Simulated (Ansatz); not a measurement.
# C3H3LiO2: small, medium and large basis sets

Aim: see how fast density functionals converge with the basis set for C3H3LiO2.

The runs use Ansatz 0.2.0, Gaussian basis; one geometry, several basis sets.

The runs, in order: PBE0-D4/def2-SVP; ωB97M-V/def2-SVP; PBE0-D4/def2-QZVPP; ωB97M-V/def2-QZVPP; the functionals' def2-TZVPP values are taken from earlier runs.

**1. The relaxed structure**

All runs share one geometry, relaxed beforehand with PBE0-D4 in a triple-zeta def2 set.

SMILES `[Li-]1[O]C=CC=[O+]1`, 9 atoms, charge 0, spin multiplicity 1.

Atoms are counted from 1 here; the program's logs count them from 0.

Bond lengths: Li1–O2 1.782 Å, Li1–O6 1.782 Å, O2–C3 1.256 Å, C3–C4 1.400 Å, C3–H7 1.102 Å, C4–C5 1.400 Å, C4–H8 1.083 Å, C5–O6 1.256 Å, C5–H9 1.102 Å. Angles: O2–Li1–O6 108.4°, Li1–O2–C3 116.4°, O2–C3–C4 127.2°, O2–C3–H7 116.8°, C4–C3–H7 116.0°, C3–C4–C5 124.5°, C3–C4–H8 117.8°, C5–C4–H8 117.8°, C4–C5–O6 127.2°, C4–C5–H9 116.0°, O6–C5–H9 116.8°, Li1–O6–C5 116.4°.

**2. PBE0-D4 in def2-SVP**

in.yaml reads:

```yaml
crystal:
  periodic: [false, false, false]
  atoms:
    - {symbol: Li, position_ang: [0.061603, 0.870910, -1.978474]}
    - {symbol: O, position_ang: [1.132307, -0.422676, -1.383135]}
    - {symbol: C, position_ang: [0.946463, -0.799990, -0.199625]}
    - {symbol: C, position_ang: [-0.008241, -0.316889, 0.702532]}
    - {symbol: C, position_ang: [-0.932534, 0.693317, 0.412921]}
    - {symbol: O, position_ang: [-1.059785, 1.319061, -0.668689]}
    - {symbol: H, position_ang: [1.604990, -1.599830, 0.176498]}
    - {symbol: H, position_ang: [-0.034064, -0.755208, 1.692143]}
    - {symbol: H, position_ang: [-1.622240, 0.965006, 1.228628]}
basis:
  gaussian: {orbitals: def2-SVP}
hamiltonian: {xc: pbe0, dispersion: d4}
output: {orbitals: {seedname: orbitals}}
```

The run is started by

```
$ ansatz run in.yaml --threads 2 --pin off --events-out ev --progress --plain --max-ram 32768MiB --backend cpu
```

After this run come: ωB97M-V in def2-SVP; PBE0-D4 in def2-QZVPP; ωB97M-V in def2-QZVPP.

Q: Predict the results of all the runs planned. Wanted: PBE0-D4: double and triple zeta above quadruple; ωB97M-V: double and triple zeta above quadruple.

**Answer**, as computed:

```
                                       quantity          value
PBE0-D4: double and triple zeta above quadruple  8.71, 0.42 eV
ωB97M-V: double and triple zeta above quadruple  8.94, 0.39 eV
```

For PBE0-D4 the step from double to triple zeta gains 8.29 eV and the next only 0.42 eV. These are total energies; as a rule much of such shifts cancels in differences, which this series doesn't test.
